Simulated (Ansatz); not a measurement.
# RuH (octet): wave-function methods side by side, def2-QZVPP

An exercise on one series of results from a longer session: the logs are not shown, and one member is left open.

Method: def2-QZVPP, core rule «outside noble gas», up to 4 orbitals frozen; program: Ansatz 0.2.0, Gaussian basis.

Plan: UHF; ROHF; CCSD(T) on UHF.

**The system**

The geometry is a PBE0/def2-TZVP stationary point (not a proven minimum) of the parent state, kept for this charge and spin. No spin-orbit coupling is included. Elements past krypton take def2 core potentials.

2 atoms, charge 0, spin multiplicity 8.

Atoms are counted from 1 here; the program's logs count them from 0.

Bond lengths: Ru1–H2 1.753 Å.

Set-up of the first run:

The input, in.yaml:

```yaml
crystal:
  periodic: [false, false, false]
  atoms:
    - {symbol: Ru, position_ang: [0.000000, 0.000000, 0.000000]}
    - {symbol: H, position_ang: [0.000000, 0.000000, 1.753200]}
basis:
  gaussian: {orbitals: "def2-QZVPP.json"}
magnetization: {spin_polarized: true, initial_magnetization: 7}
hamiltonian: {xc: hf}
output: {orbitals: {seedname: orbitals}}
```

On the command line:

```bash
$ ansatz run in.yaml --threads 1 --pin off --events-out ev --progress --plain --max-ram 2560MiB --backend cpu
```

Steps of the session up to this table: UHF; ROHF; CCSD(T) on UHF.

One table of the session follows, with a row left open; its other results are not shown here.

It belongs to the step «Misses and costs». 

| method | from UCCSD(T) (kcal/mol) |
| --- | --- |
| ROHF | +114.45 |
| UHF | +111.81 |
| UMP2 | ? |
| UCCSD | +3.40 |
| UCCSD(T) | 0 |

Q: Estimate the row for UMP2 from the others.

The run gave: from UCCSD(T) (kcal/mol): +11.55. In the column «from UCCSD(T) (kcal/mol)» it lies between UCCSD (+3.40) and UHF (+111.81).
